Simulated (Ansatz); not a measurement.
# Li+ with AlCl₃: structure and interaction energy

Aim: relax the pair, then compute its interaction energy with counterpoise at many levels, up to CCSD(T).

Computed with Ansatz 0.2.0, Gaussian basis. Level: PBE0-D4 structure, single points in def2-TZVPPD.

Levels: PBE-D4, revPBE-D4, BLYP-D4, r2SCAN-D4, B97M-V, PBE0-D4, B3LYP-D4, HSE06-D4, wB97X-V, wB97M-V, B2PLYP, Hartree-Fock, MP2, CCSD, CCSD(T). The reference is CCSD(T) extrapolated to the basis limit.

Correlated methods freeze the cores. The outer core shell of Li, Na, Mg and K is correlated. B3LYP uses VWN-RPA correlation. B2PLYP carries no dispersion term here.

25 further runs of the same task are left out: 25 set aside as unsound or not needed.

### Step 1. Where the work starts

The pair, from a GFN2-xTB docking trial: 5 atoms, charge 1, spin multiplicity 1.

Atoms are counted from 1 here; the program's logs count them from 0.

Bond lengths: Li1–Cl2 2.115 Å, Cl2–Al3 2.151 Å, Al3–Cl4 2.004 Å, Al3–Cl5 2.002 Å. Angles: Li1–Cl2–Al3 172.7°, Cl2–Al3–Cl4 107.7°, Cl2–Al3–Cl5 108.3°, Cl4–Al3–Cl5 142.6°.

As a file:

```
Li   -0.25290    0.02680   -3.21950
Cl   -0.01590    0.05550   -1.11760
Al   -0.02110   -0.03620    1.03180
Cl    0.62710   -1.85610    1.56600
Cl   -0.33720    1.81000    1.73930
```

Atoms 1 to 1 are fragment A (Li+), the rest fragment B (AlCl₃).

### Step 2. A first relaxation in a small basis

pre/in.yaml

```yaml
crystal:
  periodic: [false, false, false]
  atoms:
    - {symbol: Li, position_ang: [-0.252900, 0.026800, -3.219500]}
    - {symbol: Cl, position_ang: [-0.015900, 0.055500, -1.117600]}
    - {symbol: Al, position_ang: [-0.021100, -0.036200, 1.031800]}
    - {symbol: Cl, position_ang: [0.627100, -1.856100, 1.566000]}
    - {symbol: Cl, position_ang: [-0.337200, 1.810000, 1.739300]}
basis:
  gaussian: {orbitals: def2-SVP}
total_charge: 1
hamiltonian: {xc: pbe, dispersion: d4}
relax: {f_tol: 0.03, max_steps: 250}
```

No record of the launch command was kept for these runs.

After this run come: Relaxation at PBE0-D4; CCSD(T)/def2-TZVPPD; Vibrations of the pair.

Before running it: what results should come out? Wanted: interaction energy, CCSD(T)/CBS; of it Hartree-Fock; D4 term of PBE0-D4; shortest contact; lowest wavenumber.

As calculated:

| quantity | value |
| --- | --- |
| interaction energy, CCSD(T)/CBS | -28.68 kcal/mol |
| of it Hartree-Fock (basis limit) | -27.54 kcal/mol |
| D4 term of PBE0-D4 | -0.43 kcal/mol |
| shortest contact | Li1–Cl2 2.38 Å |
| lowest wavenumber | 89 cm⁻¹ |

The pair is bound by 28.68 kcal/mol at fixed fragment shapes. Hartree-Fock gives 96 % of it, so electrostatics, induction and charge transfer lead. B2PLYP is the best functional here (-0.09 kcal/mol from CCSD(T)/CBS); PBE-D4 is the worst (-1.44 kcal/mol). By rung, the mean size of the error is: GGA 1.15, meta-GGA 0.84, hybrid 1.26, screened hybrid 1.17, range-separated hybrid 0.27, double hybrid 0.09 kcal/mol. PBE-D4 gives an interaction energy 1.44 kcal/mol too low, an error of 5 % of the reference. CCSD(T) moves by -1.79 kcal/mol from triple zeta to the limit; gaps between functionals far smaller than that don't rank them. A lower arrangement may exist.
